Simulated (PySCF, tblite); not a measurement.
# C₈H₆F₂: geometry, infrared bands and NMR shifts

What infrared bands and NMR shifts should C₈H₆F₂ (`C#C/C=C1/C(=C)CC1(F)F`) show?

Programs: tblite 0.8.0 and PySCF 2.14.0, with density-fitted response routines of our own. Each step states its level of theory. These are calculated values for one molecule in the gas phase, unless marked as measured. Atoms are numbered from 0 throughout.

## (1) The starting structure

16 atoms, charge 0, multiplicity 1; geometry from: force field or distance geometry start.

Bonds of the start (Å): C0–C1 1.22, C1–C2 1.42, C2–C3 1.33, C3–C4 1.45, C4–C5 1.34, C4–C6 1.47, C6–C7 1.52, C7–F8 1.36, C7–F9 1.38, C7–C3 1.48, C0–H10 1.06, C2–H11 1.08, C5–H12 1.09, C5–H13 1.09, C6–H14 1.10, C6–H15 1.10.

## (2) Geometry optimisation with GFN2-xTB

The job: settings as JSON, then the geometry in Å.

```
{"job": {"kind": "relax", "xc": "GFN2-xTB", "basis": "xTB"}, "charge": 0, "multiplicity": 1}
C      3.512800    -0.938000    -0.205000
C      2.526100    -0.218400    -0.267500
C      1.369100     0.609300    -0.301400
C      0.158900     0.111300    -0.079800
C     -1.172300     0.695900    -0.043800
C     -1.705200     1.806200    -0.575800
C     -1.641400    -0.434400     0.768600
C     -0.428600    -1.197800     0.266000
F      0.309400    -1.834900     1.215800
F     -0.823300    -1.984800    -0.799700
H      4.367800    -1.570300    -0.174800
H      1.497200     1.652600    -0.533200
H     -2.755700     2.057700    -0.414300
H     -1.089000     2.487000    -1.162600
H     -1.569900    -0.289100     1.855100
H     -2.563700    -0.943500     0.441200
```

Started as:

```
$ OMP_NUM_THREADS=1 python probes_run.py task.json out
```

This one command runs all jobs of the session in turn.

**Question.** This job is followed by: GFN2-xTB harmonic vibrations, gas phase; GIAO PBE0/pcSseg-1 NMR shielding, non-relativistic, gas phase. Predict these results of the whole session: strongest single infrared mode (GFN2-xTB); zero-point energy (GFN2-xTB); 13C shifts against TMS (PBE0/pcSseg-1); 1H shifts against TMS (PBE0/pcSseg-1, means over atoms taken as alike); 19F shifts against CFCl3 (PBE0/pcSseg-1, means over atoms taken as alike).

**Answer**, as computed:

| quantity | value |
| --- | --- |
| strongest single infrared mode (GFN2-xTB) | 1117 cm⁻¹, 143 km/mol |
| zero-point energy (GFN2-xTB) | 68.8 kcal/mol |
| 13C shifts against TMS (PBE0/pcSseg-1) | 161.3, 145.4, 124.3, 116.1, 113.4, 104.0, 83.7, 48.6 ppm |
| 1H shifts against TMS (PBE0/pcSseg-1, means over atoms taken as alike) | 6.16, 5.97, 5.52, 3.55, 3.30 ppm |
| 19F shifts against CFCl3 (PBE0/pcSseg-1, means over atoms taken as alike) | -117.1 ppm |

Over 75 steps the energy fell by 0.513 eV; of the close pairs, C4–C6 changed most, 1.469 to 1.515 Å. All 42 modes are real, so the xTB geometry is a minimum. The strongest single mode, at 1117 cm⁻¹, has its largest shares on C7, H14 and H15 (the list is cut at 3 atoms). Unscaled tight-binding wavenumbers are off by several per cent, some by more. Its intensities can rank the bands wrongly. The most deshielded hydrogen is H11 (hydrogen on an alkene CH), at 6.16 ppm: attached to an sp2 carbon and in the plane of the double bond. At PBE0/pcSseg-1: The largest span, 293 ppm, is at C1, where the paramagnetic term is -150 ppm.
